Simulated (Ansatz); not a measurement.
# F2H2SSn: rigid scan of one bond length

How does the energy of F2H2SSn change as one bond is stretched? Wanted for F2H2SSn: a rigid scan of one bond length. SMILES: [F][SnH]([F])[SH].

All numbers are computed with the Python package of Ansatz 0.2.0. Level of theory: PBE0/def2-SVP.

## Step 1: The structure

Bond lengths: F1–Sn2 1.986 Å, Sn2–F3 1.954 Å, Sn2–S4 2.357 Å, Sn2–H5 1.748 Å, S4–H6 1.392 Å. Angles: F1–Sn2–F3 109.4°, F1–Sn2–S4 111.8°, F1–Sn2–H5 108.6°, F3–Sn2–S4 109.0°, F3–Sn2–H5 109.5°, S4–Sn2–H5 108.6°, Sn2–S4–H6 95.6°.

The script holds or builds the structure itself.

## Step 2: The script

File f2h2ssn_scan.py:

```python
# -*- coding: utf-8 -*-
import logging
import sys
import warnings

import ansatz as az
import numpy as np

logging.basicConfig(stream=sys.stdout, format="%(levelname)s:%(name)s:%(message)s")
logger = logging.getLogger("run")
logger.setLevel(logging.INFO)

warnings.simplefilter("ignore", az.DeckWarning)

geometry_ang = [
    ("F", [0.3947, -2.1457, 1.0158]),
    ("Sn", [0.3524, -0.4153, 0.0418]),
    ("F", [0.4025, -0.7535, -1.882]),
    ("S", [-1.5833, 0.8296, 0.5525]),
    ("H", [1.7543, 0.5199, 0.5077]),
    ("H", [-1.2786, 1.9009, -0.2819]),
]
geometry = az.Crystal.molecule()
for symbol, xyz in geometry_ang:
    geometry = geometry.atom(symbol, xyz)

symbols = [site.symbol for site in geometry.cartesian_sites]
start = np.array([site.position_ang for site in geometry.cartesian_sites])
axis = (start[4] - start[1]) / np.linalg.norm(start[4] - start[1])
moving = [4]
lengths, energies = [1.539, 1.609, 1.678, 1.748, 1.818, 1.888, 1.958, 2.063], []
for length in lengths:
    xyz = start.copy()
    xyz[moving] += (length - np.linalg.norm(start[4] - start[1])) * axis
    point = az.Crystal.molecule()
    for symbol, xyz in zip(symbols, xyz):
        point = point.atom(symbol, xyz.tolist())
    base = (
        point.calculation()
        .basis(gaussian="def2-SVP")
        .functional("PBE0")
    )
    rep = base.run(threads=1).report
    energies.append(rep["free_energy_ev"])
    logger.info(f"r = {length:6.3f} A  E = {energies[-1]:.5f} eV  <S^2> = {abs(rep['mean_field']['state']['spin_squared']):.3f}")

fit = np.polynomial.Polynomial.fit(lengths, np.array(energies) - min(energies), 4).convert()
roots = [r.real for r in fit.deriv().roots() if abs(r.imag) < 1e-9 and fit.deriv(2)(r.real) > 0]
r_e = min(roots, key=lambda r: abs(r - lengths[int(np.argmin(energies))]))
logger.info(f"minimum of the fit at {r_e:.4f} A, force constant {fit.deriv(2)(r_e):.2f} eV/A^2")
```

## Step 3: Launch

Started as:

```bash
$ python f2h2ssn_scan.py
```

Without the output at hand: what should come out? Wanted: range of energy; lowest point, distance.

The runs gave:

```
                        quantity     value
bond length at the fit's minimum  1.7060 Å
                   runs compared         8
                 range of energy  0.577 eV
      lowest point, distance (Å)      1.68
```

In words: The curve has its lowest point inside the range, at 1.68. The ends stand 0.244 and 0.577 eV above it. The distance scanned is the script's pair 1, 4. Notes:
- The rest of the molecule is held rigid at a force-field or estimated start geometry, and the basis set is modest; single-reference methods fail as a bond breaks.
- def2 sets replace the cores of elements past krypton by effective core potentials.
- The orbitals are restricted, so S² is zero by construction.
